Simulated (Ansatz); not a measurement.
# Ru16CO: the cost of one run

Program: Ansatz 0.2.0. Level of theory: DFT PBE, scalar-relativistic, plane waves, PAW. These are calculated values, not measurements.

15 further runs of the same task are left out: 15 set aside as unsound or not needed.

## (1) The system as given

Symmetry: P1, No. 1, triclinic system. Conventional cell: a = 5.440 Å, b = 5.440 Å, c = 24.366 Å, α = 90.00°, β = 90.00°, γ = 120.00°. Ru (site symmetry 1) has 9 Ru at 2.66 to 2.72 Å as nearest neighbours. Ru (site symmetry 1) is surrounded by 12 Ru at 2.65 to 2.72 Å. Only part of the 18 independent sites is listed.

As a file:

```cif
data_structure
_symmetry_space_group_name_H-M 'P 1'
_symmetry_Int_Tables_number 1
_cell_length_a 5.4401
_cell_length_b 5.4401
_cell_length_c 24.3659
_cell_angle_alpha 90.000
_cell_angle_beta 90.000
_cell_angle_gamma 120.000
_cell_volume 624.48
loop_
_atom_site_label
_atom_site_type_symbol
_atom_site_fract_x
_atom_site_fract_y
_atom_site_fract_z
_atom_site_occupancy
Ru1 Ru 0.33333 0.16667 0.16416 1
Ru2 Ru 0.33333 0.66667 0.16416 1
Ru3 Ru 0.83333 0.16667 0.16416 1
Ru4 Ru 0.83333 0.66667 0.16416 1
Ru5 Ru 0.16667 0.33333 0.25234 1
Ru6 Ru 0.16667 0.83333 0.25234 1
Ru7 Ru 0.66667 0.33333 0.25234 1
Ru8 Ru 0.66667 0.83333 0.25234 1
Ru9 Ru 0.33333 0.16667 0.34019 1
Ru10 Ru 0.33333 0.66667 0.34019 1
Ru11 Ru 0.83333 0.16667 0.34019 1
Ru12 Ru 0.83333 0.66667 0.34019 1
Ru13 Ru 0.16667 0.33333 0.42543 1
Ru14 Ru 0.16667 0.83333 0.42543 1
Ru15 Ru 0.66667 0.33333 0.42543 1
Ru16 Ru 0.66667 0.83333 0.42543 1
C1 C 0.41667 0.83333 0.49971 1
O1 O 0.41667 0.98411 0.53337 1
```

This is the geometry of the first run shown, built on a cell relaxed beforehand with the same method.

## (2) Plan of the line

Atoms count from 1 in the order of the input.

CO stands on one site of a rigid substrate at a fixed height and bond length while its axis is turned; the height is held at 1.81 Å.

First coordinate, tilt of the C17-O18 axis from the surface normal: 7 values from 0 to 90 °. Second coordinate, azimuth of the C17-O18 axis from a direction equivalent to the long diagonal of the hexagonal surface cell: 12 values from 0 to 330 °, periodic.

Nothing else is relaxed. Points are written as (first, second).

## (3) Point (45°, 30°)

A dipole layer in the vacuum cancels the field that periodic copies would set up if the slab's two faces differ.

Input file input.yaml:

```yaml
crystal:
  lattice:
    - [5.4400501759, 0.0, 0.0]
    - [-2.720025088, 4.7112216502, 0.0]
    - [0.0, 0.0, 24.365916978]
  atoms:
    - { symbol: Ru, position: [0.3333333333, 0.1666666667, 0.1641637376] }
    - { symbol: Ru, position: [0.3333333333, 0.6666666667, 0.1641637376] }
    - { symbol: Ru, position: [0.8333333333, 0.1666666667, 0.1641637376] }
    - { symbol: Ru, position: [0.8333333333, 0.6666666667, 0.1641637376] }
    - { symbol: Ru, position: [0.1666666667, 0.3333333333, 0.2523354552] }
    - { symbol: Ru, position: [0.1666666667, 0.8333333333, 0.2523354552] }
    - { symbol: Ru, position: [0.6666666667, 0.3333333333, 0.2523354552] }
    - { symbol: Ru, position: [0.6666666667, 0.8333333333, 0.2523354552] }
    - { symbol: Ru, position: [0.3333333333, 0.1666666667, 0.3401874899] }
    - { symbol: Ru, position: [0.3333333333, 0.6666666667, 0.3401874899] }
    - { symbol: Ru, position: [0.8333333333, 0.1666666667, 0.3401874899] }
    - { symbol: Ru, position: [0.8333333333, 0.6666666667, 0.3401874899] }
    - { symbol: Ru, position: [0.1666666667, 0.3333333333, 0.4254269186] }
    - { symbol: Ru, position: [0.1666666667, 0.8333333333, 0.4254269186] }
    - { symbol: Ru, position: [0.6666666667, 0.3333333333, 0.4254269186] }
    - { symbol: Ru, position: [0.6666666667, 0.8333333333, 0.4254269186] }
    - { symbol: C, position: [0.4166666667, 0.8333333333, 0.4997110098] }
    - { symbol: O, position: [0.4166666667, 0.9841120651, 0.5333745845] }
basis:
  ecutwfc: 420
kpoints:
  mp_grid: { grid: [6, 6, 1] }
hamiltonian:
  xc: pbe
scf:
  occupations: { method: gaussian, width: 0.1 }
output:
  forces: true
  eigenvalues: true
efield:
  axis: 3
  dipole_correction: true
  ramp_width: 0.04
```

Launch:

```sh
$ ansatz run input.yaml --threads 4 --pin off --max-ram 12288MiB --backend cpu --events-out ev --progress --plain --runs-dir out
```

Q: Estimate wall time and peak memory on 4 threads of Intel Xeon Platinum 8488C (Sapphire Rapids), shared host.

About 34 s, with a peak of 2.8 GiB.
